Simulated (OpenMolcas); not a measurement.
**HF/def2-TZVPP (Cholesky decomposition, core potential, C-PCM dichloroethane) run of BSnNH4 (SMILES [BH]1[NH][SnH2]1)**

What is the energy difference between two shapes of BSnNH4 at HF/def2-TZVPP (Cholesky decomposition, core potential, C-PCM dichloroethane)? 

The results are computed with OpenMolcas 26.06.

4 further runs of the same task are left out: 4 set aside as unsound or not needed.

### Step 1. The molecule

BSnNH4: 7 atoms, total charge 0, spin state singlet. As SMILES, `[BH]1[NH][SnH2]1`. Geometry: a rough force-field guess.

Bond lengths: B1–N2 1.533 Å, B1–Sn3 2.274 Å, N2–Sn3 1.968 Å, B1–H4 1.122 Å, N2–H5 1.062 Å, Sn3–H6 1.757 Å, Sn3–H7 1.794 Å. Some angles: B1–N2–Sn3 80.0°, N2–B1–Sn3 58.4°, B1–Sn3–N2 41.6°, B1–N2–H5 105.3°, Sn3–N2–H5 108.5°, N2–B1–H4 148.3°, Sn3–B1–H4 153.3°, B1–Sn3–H6 106.1°, B1–Sn3–H7 103.8°, N2–Sn3–H6 118.5°.

### Step 2. A single-point energy at HF/def2-TZVPP (Cholesky decomposition, core potential, C-PCM dichloroethane)

Input file mol.input:

```
&gateway
  xbas
  B.def2-TZVPP
  N.def2-TZVPP
  Sn.def2-TZVPP
  H.def2-TZVPP
  End of Basis
  zmat
  B1
  N2 1 1.533467
  Sn3 2 1.96771 1 79.97396
  H4 1 1.122124 2 148.25499 3 178.29818
  H5 2 1.061919 1 105.3187 4 -75.10267
  H6 3 1.757416 2 118.50475 5 174.83069
  H7 3 1.793885 6 121.55037 2 -161.16978
  End of ZMAT
  rf-input
  PCM-Model
  Solvent=dichloroethane
  Conductor
  End of RF-Input

&seward
  medium

&scf
  prorbitals=1 1
```

Launch:

```console
export MOLCAS_MEM=1860
pymolcas mol.input > mol.log
```

Output:

```text
--- Start Module: gateway ---
[...]
--- Stop Module: gateway /rc=_RC_ALL_IS_WELL_ ---
--- Start Module: seward ---
[...]
      Basis functions          168
--- Stop Module: seward /rc=_RC_ALL_IS_WELL_ ---
[...]
--- Start Module: scf ---
[...]
       Convergence after  14 Iterations
[...]
::    Total SCF energy                               -294.7214224139
[...]
      Total spin, S                                     0.0000000000
[...]
      Total electronic charge=   38.000000
      Total            charge=   -0.000000
[...]
      Dipole Moment (debye):
      Origin of the operator (angstrom)=    1.5906    0.0068    1.1195
                   X= -3.3702E-01               Y=  1.6750E+00               Z=  6.3794E-01           Total=  1.8238E+00
      Quadrupole Moment (debye*angstrom):
[...]
--- Stop Module: scf /rc=_RC_ALL_IS_WELL_ ---
[...]
```

It took 35 s on 1 thread of Intel Xeon 6975P-C (Granite Rapids), shared host; peak memory 0.17 GiB.

### Step 3. The distorted shape

Input file mol.inp:

```
* BH4NSn Hartree-Fock

&GATEWAY
  XBAS
  B.def2-TZVPP
  N.def2-TZVPP
  Sn.def2-TZVPP
  H.def2-TZVPP
  End of Basis
  ZMAT
  B1
  N2 1 1.627016
  Sn3 2 1.892083 1 81.23323
  H4 1 1.048018 2 148.06659 3 175.03817
  H5 2 1.103848 1 103.6047 4 -77.70195
  H6 3 1.789575 2 121.80198 5 176.0545
  H7 3 1.748072 6 118.22347 2 -162.07349
  End of ZMAT
  RF-Input
  PCM-Model
  Solvent=dichloroethane
  Conductor
  End of RF-Input

&SEWARD
  Medium

&SCF
  PrOrbitals
  1 1
```

Launch:

```console
export MOLCAS_MEM=1860
pymolcas mol.inp > mol.log
```

Output:

```text
--- Start Module: gateway ---
[...]
--- Stop Module: gateway /rc=_RC_ALL_IS_WELL_ ---
--- Start Module: seward ---
[...]
      Basis functions          168
--- Stop Module: seward /rc=_RC_ALL_IS_WELL_ ---
[...]
--- Start Module: scf ---
[...]
       Convergence after  15 Iterations
[...]
::    Total SCF energy                               -294.6855500092
[...]
      Total spin, S                                     0.0000000000
[...]
      Total electronic charge=   38.000000
      Total            charge=   -0.000000
[...]
      Dipole Moment (debye):
      Origin of the operator (angstrom)=    1.5360    0.0067    1.2504
                   X= -1.6128E-01               Y=  1.7756E+00               Z=  1.1095E+00           Total=  2.1000E+00
      Quadrupole Moment (debye*angstrom):
[...]
--- Stop Module: scf /rc=_RC_ALL_IS_WELL_ ---
[...]
```

Wall time 35 s (1 thread of Intel Xeon 6975P-C (Granite Rapids), shared host); peak memory 0.17 GiB.

### Step 4. Results

At HF/def2-TZVPP (Cholesky decomposition, core potential, C-PCM dichloroethane):

```
                              quantity          value
             first shape: total energy  -294.72142 Eh
            first shape: dipole moment         1.82 D
              first shape: HOMO energy       -6.88 eV
              first shape: LUMO energy        1.23 eV
            first shape: HOMO–LUMO gap        8.11 eV
         distorted shape: total energy  -294.68555 Eh
        distorted shape: dipole moment         2.10 D
          distorted shape: HOMO energy       -6.94 eV
          distorted shape: LUMO energy        1.23 eV
        distorted shape: HOMO–LUMO gap        8.17 eV
energy change with the atoms displaced       0.976 eV
```

**Reading.** With the atoms displaced the energy rises by 0.98 eV (22.5 kcal/mol). The first shape isn't relaxed at this level, so the change isn't measured from a minimum. Mulliken charges (first shape) run from -0.60 on N2 to +0.55 on Sn3.
